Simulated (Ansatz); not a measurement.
# C2H5GeN: rigid scan of one bond length, by script

Aim: a rigid scan of one bond length, for C2H5GeN, run from a script. SMILES: N=[C]1[CH2][GeH2]1.

Program: the Python package of Ansatz 0.2.0. Level of theory: B3LYP/def2-SVP. These are calculated values, not measurements.

**1. Starting point**

Bond lengths: N1–C2 1.227 Å, C2–C3 1.442 Å, C2–Ge4 2.052 Å, C3–Ge4 1.740 Å, N1–H5 1.056 Å, C3–H6 1.123 Å, C3–H7 1.131 Å, Ge4–H8 1.547 Å, Ge4–H9 1.630 Å. Angles (14 of 16 angles, heavy atoms first): N1–C2–C3 150.1°, N1–C2–Ge4 153.2°, C3–C2–Ge4 56.5°, C2–C3–Ge4 79.7°, C2–Ge4–C3 43.7°, C2–N1–H5 123.6°, C2–C3–H6 114.0°, C2–C3–H7 115.7°, Ge4–C3–H6 113.8°, Ge4–C3–H7 115.4°, C2–Ge4–H8 105.6°, C2–Ge4–H9 105.0°, C3–Ge4–H8 119.8°, C3–Ge4–H9 118.1°.

The script holds or builds the structure itself.

**2. The script**

File run_scan.py:

```python
"""Potential curve of C2H5GeN along one bond."""

from dataclasses import dataclass

import ansatz as az
import matplotlib.pyplot as plt
import numpy as np


@dataclass(frozen=True)
class Options:
    basis_set: str = "def2-SVP"
    xc: str = "B3LYP"


cfg = Options()


def main() -> None:
    geometry_ang = [
        ("N", (-0.985, 0.8347, -1.4949)),
        ("C", (-0.3665, 0.3331, -0.5619)),
        ("C", (0.8344, 0.2283, 0.2296)),
        ("Ge", (-0.1284, -1.023, 0.9598)),
        ("H", (-0.6137, 1.6296, -2.0829)),
        ("H", (1.7244, -0.1568, -0.3376)),
        ("H", (1.0631, 1.1142, 0.8943)),
        ("H", (-0.2135, -2.416, 0.2922)),
        ("H", (-1.2264, -0.5903, 2.0844)),
    ]
    geometry = az.Crystal.molecule()
    for symbol, xyz in geometry_ang:
        geometry = geometry.atom(symbol, xyz)

    symbols = [site.symbol for site in geometry.cartesian_sites]
    start = np.array([site.position_ang for site in geometry.cartesian_sites])
    axis = (start[8] - start[3]) / np.linalg.norm(start[8] - start[3])
    moving = [8]
    lengths, energies = [1.435, 1.5, 1.565, 1.63, 1.695, 1.761, 1.826, 1.924], []
    for length in lengths:
        xyz = start.copy()
        xyz[moving] += (length - np.linalg.norm(start[8] - start[3])) * axis
        point = az.Crystal.molecule()
        for symbol, place in zip(symbols, xyz):
            point = point.atom(symbol, place.tolist())
        base = point.calculation()
        base = base.basis(gaussian=cfg.basis_set)
        base = base.functional(cfg.xc)
        summary = base.run().report
        energies.append(summary["free_energy_ev"])
        print(f"r = {length:6.3f} A  E = {energies[-1]:.5f} eV  <S^2> = {abs(summary['mean_field']['state']['spin_squared']):.3f}")

    # quartic fit about the minimum
    fit = np.polynomial.Polynomial.fit(lengths, np.array(energies) - min(energies), 4).convert()
    roots = [r.real for r in fit.deriv().roots() if abs(r.imag) < 1e-9 and fit.deriv(2)(r.real) > 0]
    r_e = min(roots, key=lambda r: abs(r - lengths[int(np.argmin(energies))]))
    print(f"minimum of the fit at {r_e:.4f} A, force constant {fit.deriv(2)(r_e):.2f} eV/A^2")
    plt.figure(figsize=(4.5, 3))
    plt.plot(lengths, np.array(energies) - min(energies), "o-")
    plt.xlabel("bond length (A)")
    plt.ylabel("E - E(min) (eV)")
    plt.tight_layout()
    plt.savefig("scan.png", dpi=100)


if __name__ == "__main__":
    main()
```

**3. What the engine is handed**

The package turns the script's settings into the engine's input (first run):

```yaml
crystal:
  periodic: [false, false, false]
  atoms:
    - { symbol: "N", position_ang: [-0.985, 0.8347, -1.4949] }
    - { symbol: C, position_ang: [-0.3665, 0.3331, -0.5619] }
    - { symbol: C, position_ang: [0.8344, 0.2283, 0.2296] }
    - { symbol: Ge, position_ang: [-0.1284, -1.023, 0.9598] }
    - { symbol: H, position_ang: [-0.6137, 1.6296, -2.0829] }
    - { symbol: H, position_ang: [1.7244, -0.1568, -0.3376] }
    - { symbol: H, position_ang: [1.0631, 1.1142, 0.8943] }
    - { symbol: H, position_ang: [-0.2135, -2.416, 0.2922] }
    - { symbol: H, position_ang: [-1.0949244140585561, -0.6421119180663595, 1.9497393042352025] }
basis:
  gaussian:
    orbitals: def2-SVP
hamiltonian:
  xc: b3lyp
```

**4. Running it**

Command:

```console
$ python run_scan.py
```

**Question.** What results will this script give? Wanted: range of energy; lowest point, distance.

As calculated:

| quantity | value |
| --- | --- |
| bond length at the fit's minimum | 1.5267 Å |
| runs compared | 8 |
| range of energy | 0.810 eV |
| lowest point, distance (Å) | 1.50 |

In words: The lowest point, at 1.50, lies inside the range. The ends stand 0.0777 and 0.81 eV above it. The distance scanned is the script's pair 3, 8. What to keep in mind:
- The rest of the molecule is held rigid at a force-field or estimated start geometry, and the basis set is modest; single-reference methods fail as a bond breaks.
- b3lyp holds the VWN-RPA fit, as in Gaussian; the form of ORCA and Turbomole is b3lyp5.
- The orbitals are restricted, so S² is zero by construction.
